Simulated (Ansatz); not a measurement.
# C2H4O2Si: one species, many methods

One table from this session's results is given with a row withheld; the runs are named, their logs left out.

Program: Ansatz 0.2.0, Gaussian basis. Level of theory: functionals in def2-TZVPP, the program's frozen cores in correlated methods. These are calculated values, not measurements.

Levels to be run: LDA (SPW92), PBE-D4, revPBE-D4, BLYP-D4, r2SCAN-D4, B97M-V, PBE0-D4, B3LYP-D4, r2SCANh-D4, r2SCAN0-D4, HSE06-D4, BHLYP-D4, CAM-B3LYP-D4, LC-ωPBE, ωB97X-V, ωB97M-V, B2PLYP, PBE-QIDH; CCSD(T)/def2-SVP; CCSD(T)/def2-TZVPP; MP2/def2-QZVPP; extrapolation to the limit; RPA on PBE.

### Structure used throughout

The geometry comes from an earlier relaxation with PBE0-D4 in a triple-zeta def2 set; it is a stationary point, not always the lowest conformer.

SMILES `O=C1CO[SiH2]1`, 9 atoms, charge 0, spin multiplicity 1.

Atoms are counted from 1 here; the program's logs count them from 0.

Bond lengths: O1–C2 1.189 Å, C2–C3 1.541 Å, C2–Si5 1.946 Å, C3–O4 1.432 Å, C3–H6 1.096 Å, C3–H7 1.096 Å, O4–Si5 1.672 Å, Si5–H8 1.486 Å, Si5–H9 1.486 Å. Angles: O1–C2–C3 130.2°, O1–C2–Si5 145.1°, C3–C2–Si5 84.7°, C2–C3–O4 99.1°, C2–C3–H6 112.4°, C2–C3–H7 112.3°, O4–C3–H6 111.7°, O4–C3–H7 111.7°, H6–C3–H7 109.4°, C3–O4–Si5 99.1°, C2–Si5–O4 77.0°, C2–Si5–H8 119.5°, C2–Si5–H9 119.4°, O4–Si5–H8 114.1°, O4–Si5–H9 114.1°, H8–Si5–H9 109.3°.

The first run:

Contents of in.yaml:

```yaml
crystal:
  periodic: [false, false, false]
  atoms:
    - {symbol: O, position_ang: [-1.277876, -0.164525, -1.805700]}
    - {symbol: C, position_ang: [-0.600494, -0.089188, -0.830859]}
    - {symbol: C, position_ang: [0.745065, 0.627462, -0.608886]}
    - {symbol: O, position_ang: [0.956018, 0.293170, 0.767557]}
    - {symbol: Si, position_ang: [-0.427708, -0.606419, 1.037668]}
    - {symbol: H, position_ang: [1.539949, 0.228949, -1.248853]}
    - {symbol: H, position_ang: [0.669176, 1.710518, -0.755543]}
    - {symbol: H, position_ang: [-0.168960, -2.028865, 1.381449]}
    - {symbol: H, position_ang: [-1.346771, -0.017502, 2.046167]}
basis:
  gaussian: {orbitals: def2-TZVPP}
hamiltonian: {xc: lda}
output: {orbitals: {seedname: orbitals}}
```

Run with:

```bash
$ ansatz run in.yaml --threads 2 --pin off --events-out ev --progress --plain --max-ram 4352MiB
```

Steps of the session up to this table: LDA; PBE-D4 (GGA); revPBE-D4 (GGA); BLYP-D4 (GGA); r2SCAN-D4 (meta-GGA); B97M-V (meta-GGA); PBE0-D4 (hybrid); B3LYP-D4 (hybrid); r2SCANh-D4 (hybrid); r2SCAN0-D4 (hybrid); HSE06-D4 (hybrid); BHLYP-D4 (hybrid); CAM-B3LYP-D4 (range-separated); LC-ωPBE (range-separated); ωB97X-V (range-separated); ωB97M-V (range-separated); B2PLYP (double hybrid); PBE-QIDH (double hybrid).

One table of the session follows, with a row left open; its other results are not shown here.

It belongs to the step «Orbital energies across the functionals». 

| functional | HOMO (eV) | LUMO (eV) | gap (eV) |
| --- | --- | --- | --- |
| LDA (SPW92) | -5.90 | -3.05 | 2.85 |
| PBE-D4 | -5.74 | -2.81 | 2.93 |
| revPBE-D4 | -5.67 | -2.72 | 2.96 |
| BLYP-D4 | -5.64 | -2.65 | 2.99 |
| r2SCAN-D4 | -5.96 | -2.62 | 3.34 |
| B97M-V | -6.11 | -2.57 | 3.54 |
| PBE0-D4 | -7.07 | -1.69 | 5.38 |
| B3LYP-D4 | -6.87 | -1.93 | 4.95 |
| r2SCANh-D4 | -6.47 | -2.21 | 4.26 |
| r2SCAN0-D4 | -7.23 | -1.59 | 5.64 |
| HSE06-D4 | -6.67 | -2.08 | 4.59 |
| BHLYP-D4 | -8.37 | -0.45 | 7.92 |
| CAM-B3LYP-D4 | -8.44 | -0.44 | 8.00 |
| LC-ωPBE | ? | ? | ? |
| ωB97X-V | -9.37 | 0.70 | 10.08 |
| ωB97M-V | -9.28 | 0.60 | 9.88 |

**Question.** Estimate the row for LC-ωPBE.

**Answer.** HOMO (eV): -9.69; LUMO (eV): 0.79; gap (eV): 10.47. In the column «HOMO (eV)» it is the lowest.
